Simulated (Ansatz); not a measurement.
# Al30Ga: the cost of one run

Method: DFT PBEsol, plane waves, PAW, scalar-relativistic, no spin polarisation, in Ansatz 0.2.0.

### Step 1. The starting structure

The cell holds 31 atoms (Al30Ga): a = 8.100 Å, b = 8.100 Å, c = 8.100 Å, α = 90.00°, β = 90.00°, γ = 90.00°.

The coordinates stand in the first input below.

### Step 2. End point A

The input, input.yaml:

```yaml
crystal:
  lattice:
    - [8.1, 0.0, 0.0]
    - [0.0, 8.1, 0.0]
    - [0.0, 0.0, 8.1]
  atoms:
    - { symbol: Al, position: [0.5051238, -0.0011547, -0.0033141] }
    - { symbol: Ga, position: [0.7528961, 0.2447254, -0.0042729] }
    - { symbol: Al, position: [0.749403, 0.0001004, 0.2491064] }
    - { symbol: Al, position: [0.2428366, 0.2451866, 0.0019844] }
    - { symbol: Al, position: [0.5020877, 0.4963909, 0.0010879] }
    - { symbol: Al, position: [0.7508673, 0.7538514, -0.0025846] }
    - { symbol: Al, position: [0.2554799, -0.0009998, 0.2554322] }
    - { symbol: Al, position: [0.5035257, 0.2464005, 0.2489805] }
    - { symbol: Al, position: [0.7511778, 0.5038682, 0.2450269] }
    - { symbol: Al, position: [0.4982869, 0.0024203, 0.5018904] }
    - { symbol: Al, position: [0.746255, 0.2468187, 0.5017086] }
    - { symbol: Al, position: [0.7463526, 0.0009824, 0.7535009] }
    - { symbol: Al, position: [0.000183, 0.4902418, 0.0044505] }
    - { symbol: Al, position: [0.254367, 0.7553492, 0.0032918] }
    - { symbol: Al, position: [-0.0060797, 0.255347, 0.2513969] }
    - { symbol: Al, position: [0.25359, 0.4995421, 0.2492279] }
    - { symbol: Al, position: [0.4992564, 0.7560134, 0.2511389] }
    - { symbol: Al, position: [-0.0006208, -0.004595, 0.5018626] }
    - { symbol: Al, position: [0.2501713, 0.250705, 0.5037712] }
    - { symbol: Al, position: [0.5027992, 0.5001436, 0.5009278] }
    - { symbol: Al, position: [0.7504639, 0.752779, 0.5026806] }
    - { symbol: Al, position: [0.2506504, -0.0030284, 0.7532461] }
    - { symbol: Al, position: [0.5034543, 0.2461799, 0.7515599] }
    - { symbol: Al, position: [0.7486986, 0.4920542, 0.7499548] }
    - { symbol: Al, position: [0.0036245, 0.7474164, 0.2475061] }
    - { symbol: Al, position: [0.0038739, 0.4960387, 0.4966239] }
    - { symbol: Al, position: [0.2489221, 0.7523952, 0.5024121] }
    - { symbol: Al, position: [-0.0018554, 0.2489505, 0.7504196] }
    - { symbol: Al, position: [0.2486527, 0.4968969, 0.7460502] }
    - { symbol: Al, position: [0.5027165, 0.7492746, 0.7606566] }
    - { symbol: Al, position: [0.0023872, 0.7473088, 0.75009] }
basis:
  ecutwfc: 420.0
kpoints:
  mp_grid: { grid: [3, 3, 3] }
hamiltonian:
  xc: pbesol
  pseudopotentials: { kind: paw, azcp: { folder: soft_1 } }
scf:
  occupations: { method: gaussian, width: 0.15 }
  lower_state_search: "off"
relax:
  f_tol: 0.03
  max_steps: 60
  adjacent_minimum: "off"
```

On the command line:

```bash
> ansatz run input.yaml --threads 4 --pin off --max-ram 10240MiB --backend cpu --events-out ev --progress --plain --runs-dir out
```

**Question.** How long does this run take on 4 threads of Arm Neoverse V2, shared host, and how much memory does it need?

About 32 s, with a peak of 1.4 GiB.
